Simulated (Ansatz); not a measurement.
# C7H9ClO2Zr: up Jacob's ladder to CCSD(T)

The task here is to estimate one member of a computed series from the others.

The runs use Ansatz 0.2.0, Gaussian basis; functionals in def2-TZVPP, the program's frozen cores in correlated methods.

Levels to be run: LDA (SPW92), PBE-D4, revPBE-D4, BLYP-D4, r2SCAN-D4, B97M-V, PBE0-D4, B3LYP-D4, r2SCANh-D4, r2SCAN0-D4, HSE06-D4, BHLYP-D4, CAM-B3LYP-D4, LC-ωPBE, ωB97X-V, ωB97M-V, B2PLYP, PBE-QIDH; CCSD(T)/def2-SVP; CCSD(T)/def2-TZVPP; MP2/def2-QZVPP; extrapolation to the limit; RPA on PBE.

### The relaxed structure

The geometry comes from an earlier relaxation with PBE0-D4 in a triple-zeta def2 set; it is a stationary point, not always the lowest conformer. Zr takes the def2 core potential; no spin-orbit term is included.

SMILES `C[O][Zr]([OH])([Cl])[c]1ccccc1`, 20 atoms, charge 0, spin multiplicity 1.

Atoms are counted from 1 here; the program's logs count them from 0.

Bond lengths: C1–O2 1.392 Å, C1–H12 1.094 Å, C1–H13 1.094 Å, C1–H14 1.094 Å, O2–Zr3 1.896 Å, Zr3–O4 1.915 Å, Zr3–Cl5 2.377 Å, Zr3–C6 2.214 Å, O4–H15 0.953 Å, C6–C7 1.401 Å, C6–C11 1.400 Å, C7–C8 1.387 Å, C7–H16 1.088 Å, C8–C9 1.388 Å, C8–H17 1.085 Å, C9–C10 1.387 Å, C9–H18 1.084 Å, C10–C11 1.388 Å and more. Angles: O2–C1–H12 110.6°, O2–C1–H13 110.0°, O2–C1–H14 110.3°, H12–C1–H13 108.5°, H12–C1–H14 108.7°, H13–C1–H14 108.6°, C1–O2–Zr3 174.8°, O2–Zr3–O4 114.0°, O2–Zr3–Cl5 110.5°, O2–Zr3–C6 104.5°, O4–Zr3–Cl5 112.9°, O4–Zr3–C6 105.8°, Cl5–Zr3–C6 108.6°, Zr3–O4–H15 161.2°, Zr3–C6–C7 120.3°, Zr3–C6–C11 122.3°, C7–C6–C11 117.4°, C6–C7–C8 121.6° and more.

Coordinates:

```mol
C7H9ClO2Zr
  3D, bonds by distance, orders not assigned

 20 20  0  0  0  0  0  0  0  0999 V2000
    2.7089    2.3555    0.9691 C   0  0
    1.7784    1.8572    0.0623 O   0  0
    0.6275    1.2081   -1.2976 Zr  0  0
    1.5389    0.3339   -2.7365 O   0  0
   -0.8382    2.9265   -2.0383 Cl  0  0
   -0.5741   -0.3622   -0.3023 C   0  0
   -1.0651   -0.1608    0.9938 C   0  0
   -1.8790   -1.0961    1.6157 C   0  0
   -2.2198   -2.2649    0.9499 C   0  0
   -1.7454   -2.4934   -0.3337 C   0  0
   -0.9329   -1.5516   -0.9486 C   0  0
    3.7282    2.1668    0.6182 H   0  0
    2.5804    1.8709    1.9418 H   0  0
    2.5757    3.4341    1.0955 H   0  0
    2.2108    0.1072   -3.3736 H   0  0
   -0.8109    0.7455    1.5392 H   0  0
   -2.2482   -0.9160    2.6196 H   0  0
   -2.8549   -2.9993    1.4330 H   0  0
   -2.0099   -3.4073   -0.8547 H   0  0
   -0.5705   -1.7541   -1.9530 H   0  0
  1  2  8  0
  2  3  8  0
  3  4  8  0
  3  5  8  0
  3  6  8  0
  6  7  8  0
  7  8  8  0
  8  9  8  0
  9 10  8  0
 10 11  8  0
  1 12  8  0
  1 13  8  0
  1 14  8  0
  4 15  8  0
  7 16  8  0
  8 17  8  0
  9 18  8  0
 10 19  8  0
 11 20  8  0
  6 11  8  0
M  END
```

The first run:

File in.yaml:

```yaml
crystal:
  periodic: [false, false, false]
  atoms:
    - {symbol: C, position_ang: [2.708913, 2.355460, 0.969110]}
    - {symbol: O, position_ang: [1.778407, 1.857218, 0.062343]}
    - {symbol: Zr, position_ang: [0.627541, 1.208093, -1.297582]}
    - {symbol: O, position_ang: [1.538897, 0.333872, -2.736502]}
    - {symbol: Cl, position_ang: [-0.838230, 2.926461, -2.038257]}
    - {symbol: C, position_ang: [-0.574126, -0.362218, -0.302286]}
    - {symbol: C, position_ang: [-1.065059, -0.160754, 0.993820]}
    - {symbol: C, position_ang: [-1.879017, -1.096131, 1.615687]}
    - {symbol: C, position_ang: [-2.219775, -2.264943, 0.949928]}
    - {symbol: C, position_ang: [-1.745445, -2.493400, -0.333703]}
    - {symbol: C, position_ang: [-0.932865, -1.551571, -0.948550]}
    - {symbol: H, position_ang: [3.728220, 2.166800, 0.618241]}
    - {symbol: H, position_ang: [2.580443, 1.870946, 1.941804]}
    - {symbol: H, position_ang: [2.575720, 3.434131, 1.095519]}
    - {symbol: H, position_ang: [2.210803, 0.107241, -3.373587]}
    - {symbol: H, position_ang: [-0.810949, 0.745474, 1.539156]}
    - {symbol: H, position_ang: [-2.248177, -0.915954, 2.619628]}
    - {symbol: H, position_ang: [-2.854869, -2.999306, 1.432970]}
    - {symbol: H, position_ang: [-2.009913, -3.407324, -0.854704]}
    - {symbol: H, position_ang: [-0.570539, -1.754095, -1.953014]}
basis:
  gaussian: {orbitals: def2-TZVPP}
hamiltonian: {xc: lda}
output: {orbitals: {seedname: orbitals}}
```

Started as:

```sh
> ansatz run in.yaml --threads 4 --pin off --events-out ev --progress --plain --max-ram 66560MiB --backend cuda --devices 0, --max-vram 37GiB
```

Steps of the session up to this table: LDA; PBE-D4 (GGA); revPBE-D4 (GGA); BLYP-D4 (GGA); r2SCAN-D4 (meta-GGA); B97M-V (meta-GGA); B3LYP-D4 (hybrid); r2SCANh-D4 (hybrid); r2SCAN0-D4 (hybrid); HSE06-D4 (hybrid); BHLYP-D4 (hybrid); CAM-B3LYP-D4 (range-separated); LC-ωPBE (range-separated); ωB97X-V (range-separated); ωB97M-V (range-separated); B2PLYP (double hybrid); PBE-QIDH (double hybrid).

One table of the session follows, with a row left open; its other results are not shown here.

It belongs to the step «Frontier levels by functional». 

| functional | HOMO (eV) | LUMO (eV) | gap (eV) |
| --- | --- | --- | --- |
| LDA (SPW92) | -6.22 | -2.37 | 3.85 |
| PBE-D4 | -6.09 | -2.13 | 3.96 |
| revPBE-D4 | -6.04 | -2.04 | 4.00 |
| BLYP-D4 | -5.97 | -1.98 | 4.00 |
| r2SCAN-D4 | -6.37 | -2.00 | 4.37 |
| B97M-V | -6.37 | -1.96 | 4.41 |
| PBE0-D4 | -7.20 | -1.34 | 5.86 |
| B3LYP-D4 | -6.97 | -1.52 | 5.45 |
| r2SCANh-D4 | -6.79 | -1.71 | 5.08 |
| r2SCAN0-D4 | -7.34 | -1.27 | 6.07 |
| HSE06-D4 | -6.82 | -1.71 | 5.10 |
| BHLYP-D4 | -7.96 | -0.39 | 7.57 |
| CAM-B3LYP-D4 | -8.36 | -0.29 | 8.07 |
| LC-ωPBE | -9.65 | 0.76 | 10.41 |
| ωB97X-V | ? | ? | ? |
| ωB97M-V | -9.23 | 0.62 | 9.85 |

Q: Estimate the row for ωB97X-V from the others.

**Answer.** HOMO (eV): -9.31; LUMO (eV): 0.70; gap (eV): 10.01. In the column «HOMO (eV)» it lies between LC-ωPBE (-9.65) and ωB97M-V (-9.23).
